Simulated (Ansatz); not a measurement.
# Sr2Hf2W: the cost of one run

Computed with Ansatz 0.2.0 (DFT PBE, scalar-relativistic, plane waves, PAW, unless a step's input says otherwise).

### Step 1. The structure to begin with

The structure is trigonal, space group P3m1 (No. 156). Conventional cell: a = 3.799 Å, b = 3.799 Å, c = 13.939 Å, α = 90.00°, β = 90.00°, γ = 120.00°. Around Sr (site symmetry 3m) lie 6 Hf at 3.73 Å and 6 Sr at 3.80 Å. Around Sr (site symmetry 3m) lie 3 W at 3.52 Å and 3 Hf at 3.73 Å and 6 Sr at 3.80 Å. Around Hf (site symmetry 3m) lie 3 W at 3.06 Å and 3 Sr at 3.73 Å. Hf (site symmetry 3m) has 6 Sr at 3.73 Å and 6 Hf at 3.80 Å in its first shell of neighbours. W (site symmetry 3m) is surrounded by 3 Hf at 3.06 Å and 3 Sr at 3.52 Å.

As a file:

```cif
data_structure
_symmetry_space_group_name_H-M 'P 1'
_symmetry_Int_Tables_number 1
_cell_length_a 3.7988
_cell_length_b 3.7988
_cell_length_c 13.9389
_cell_angle_alpha 90.000
_cell_angle_beta 90.000
_cell_angle_gamma 120.000
_cell_volume 174.20
loop_
_atom_site_label
_atom_site_type_symbol
_atom_site_fract_x
_atom_site_fract_y
_atom_site_fract_z
_atom_site_occupancy
Sr1 Sr 0.66667 0.33333 0.36924 1
Sr2 Sr 0.33333 0.66667 0.80220 1
Hf1 Hf 0.33333 0.66667 0.15276 1
Hf2 Hf 0.00000 0.00000 0.58572 1
W1 W 0.00000 0.00000 0.00000 1
```

The cell is invented: close-packed layers stacked ABCAB|A (P3m1, No. 156). The dimensions are guesses.

### Step 2. The guess as it stands, on a coarse mesh

File input.yaml:

```yaml
crystal:
  lattice:
    - [3.79879733, 0.0, 0.0]
    - [-1.89939867, 3.28985499, 0.0]
    - [0.0, 0.0, 13.93891592]
  atoms:
    - { symbol: Sr, position: [0.66666667, 0.33333333, 0.36923725] }
    - { symbol: Sr, position: [0.33333333, 0.66666667, 0.80219593] }
    - { symbol: Hf, position: [0.33333333, 0.66666667, 0.15275791] }
    - { symbol: Hf, position: [0.0, 0.0, 0.58571659] }
    - { symbol: W, position: [0.0, 0.0, 0.0] }
basis:
  ecutwfc: 420
kpoints:
  mp_grid: { grid: [6, 6, 2] }
hamiltonian:
  xc: pbe
scf:
  occupations: { method: gaussian, width: 0.1 }
  lower_state_search: "off"
output:
  forces: true
  stress: true
  eigenvalues: true
```

On the command line:

```
> ansatz run input.yaml --threads 1 --pin off --max-ram 2560MiB --backend cpu --events-out ev --progress --plain --runs-dir out
```

Q: Estimate wall time and peak memory on 1 thread of Arm Neoverse N1, shared host.

About 23 s, with a peak of 0.42 GiB.
